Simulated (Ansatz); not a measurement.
# C2H4InN: the cost of one run

The runs use Ansatz 0.2.0, Gaussian basis; the settings change from run to run.

### 1 The molecule

An earlier PBE0-D4 in a triple-zeta def2 set relaxation fixed the geometry. In takes a core potential in def2 sets; no spin-orbit term is included.

SMILES `[InH2][C]1=NC1`, 8 atoms, charge 0, spin multiplicity 1.

Atoms are counted from 1 here; the program's logs count them from 0.

Bond lengths: In1–C2 2.140 Å, In1–H5 1.714 Å, In1–H6 1.714 Å, C2–N3 1.257 Å, C2–C4 1.474 Å, N3–C4 1.498 Å, C4–H7 1.087 Å, C4–H8 1.087 Å. Angles: C2–In1–H5 117.0°, C2–In1–H6 117.0°, H5–In1–H6 126.0°, In1–C2–N3 143.1°, In1–C2–C4 150.9°, N3–C2–C4 66.0°, C2–N3–C4 64.0°, C2–C4–N3 50.0°, C2–C4–H7 120.2°, C2–C4–H8 120.2°, N3–C4–H7 117.0°, N3–C4–H8 117.0°, H7–C4–H8 115.8°.

### 2 wPBEh/def2-TZVPP

Input file in.yaml:

```yaml
crystal:
  periodic: [false, false, false]
  atoms:
    - {symbol: In, position_ang: [-0.954290, 1.598746, -0.192745]}
    - {symbol: C, position_ang: [0.375620, -0.039250, 0.166976]}
    - {symbol: N, position_ang: [1.501910, -0.334811, 0.639837]}
    - {symbol: C, position_ang: [0.698788, -1.475167, 0.094202]}
    - {symbol: H, position_ang: [-0.837163, 2.375133, -1.716268]}
    - {symbol: H, position_ang: [-2.096483, 1.956659, 1.033982]}
    - {symbol: H, position_ang: [1.037051, -1.912658, -0.841268]}
    - {symbol: H, position_ang: [0.274567, -2.168652, 0.815273]}
basis:
  gaussian: {orbitals: def2-TZVPP}
hamiltonian: {xc: {name: wPBEh}}
output: {forces: true}
```

The run is started by

```sh
> ansatz run in.yaml --threads 2 --pin off --events-out ev --progress --plain --max-ram 4352MiB
```

What time and memory should one allow on 2 threads of Arm Neoverse V1, shared host?

About 6.5 s, with a peak of 0.46 GiB.
